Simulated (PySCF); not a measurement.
# Se6: the cost of one run

Programs: PySCF 2.14.0, with routines of our own; each step states its level. All values are computed. Atoms count from 0.

### 1 The system as given

6 atoms, charge 0, multiplicity 1; geometry from: GFN2-xTB.

### 2 Relaxing the molecule at PBE0-D3(BJ)/def2-SVP

What the job is given:

```
{"job": {"xc": "PBE0", "basis": "def2-SVP", "d3": "d3bj", "grid": 1, "maxiter": 30, "shake": 0.01, "kind": "geom"}, "charge": 0, "multiplicity": 1}
Se     1.110670    -1.866750    -0.260240
Se     2.136080     0.117660     0.478090
Se     0.926240     1.793290    -0.665040
Se    -1.055880     1.845460     0.509430
Se    -2.144350    -0.128360    -0.237500
Se    -0.948600    -1.791300     0.903610
```

Command:

```bash
$ OMP_NUM_THREADS=1 python heavy_run.py task.json out
```

This one command runs all jobs of the session in turn.

**Question.** How long does this first job take on 1 thread of Arm Neoverse V1, shared host, and how much memory does it need?

About 5.9 min, with a peak of 1.5 GiB.
